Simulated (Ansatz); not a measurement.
# CsLa5: the cost of one run

Program: Ansatz 0.2.0. Level of theory: DFT PBE, scalar-relativistic, plane waves, PAW. These are calculated values, not measurements.

## (1) The starting structure

It takes space group Cmmm (No. 65, orthorhombic). The conventional cell has a = 5.047 Å, b = 6.287 Å, c = 8.976 Å, α = 90.00°, β = 90.00°, γ = 90.00°. Cs (site symmetry mmm) is surrounded by 8 La at 3.91 Å and 4 Cs at 4.03 Å. La (site symmetry 2) is surrounded by 5 La at 2.27 to 2.52 Å. La (site symmetry mmm) is surrounded by 8 La at 2.31 Å.

Structure file:

```cif
data_structure
_symmetry_space_group_name_H-M 'Cmmm'
_symmetry_Int_Tables_number 65
_cell_length_a 5.0469
_cell_length_b 6.2873
_cell_length_c 8.9761
_cell_angle_alpha 90.000
_cell_angle_beta 90.000
_cell_angle_gamma 90.000
_cell_volume 284.82
loop_
_atom_site_label
_atom_site_type_symbol
_atom_site_symmetry_multiplicity
_atom_site_Wyckoff_symbol
_atom_site_fract_x
_atom_site_fract_y
_atom_site_fract_z
_atom_site_occupancy
Cs1 Cs 2 c 0.50000 0.00000 0.50000 1
La1 La 8 m 0.25000 0.75000 0.87378 1
La2 La 2 a 0.00000 0.00000 0.00000 1
```

Recipe of the guess: random cell by space group and Wyckoff sites (Cmmm, No. 65). The dimensions are guesses.

## (2) A first look at the guess

Input file input.yaml:

```yaml
crystal:
  lattice:
    - [2.52342703, -3.14366731, 0.0]
    - [2.52342703, 3.14366731, 0.0]
    - [0.0, 0.0, 8.97608683]
  atoms:
    - { symbol: Cs, position: [0.5, 0.5, 0.5] }
    - { symbol: La, position: [0.5, 0.0, 0.87377805] }
    - { symbol: La, position: [0.0, 0.5, 0.12622195] }
    - { symbol: La, position: [0.5, 0.0, 0.12622195] }
    - { symbol: La, position: [0.0, 0.5, 0.87377805] }
    - { symbol: La, position: [0.0, 0.0, 0.0] }
basis:
  ecutwfc: 420
kpoints:
  mp_grid: { grid: [4, 4, 2] }
hamiltonian:
  xc: pbe
scf:
  occupations: { method: gaussian, width: 0.1 }
  lower_state_search: "off"
output:
  forces: true
  stress: true
  eigenvalues: true
```

Launch:

```console
$ ansatz run input.yaml --threads 1 --pin off --max-ram 2560MiB --backend cpu --events-out ev --progress --plain --runs-dir out
```

What time and memory should one allow on 1 thread of Intel Xeon 6975P-C (Granite Rapids), shared host?

About 5.1 s, with a peak of 0.48 GiB.
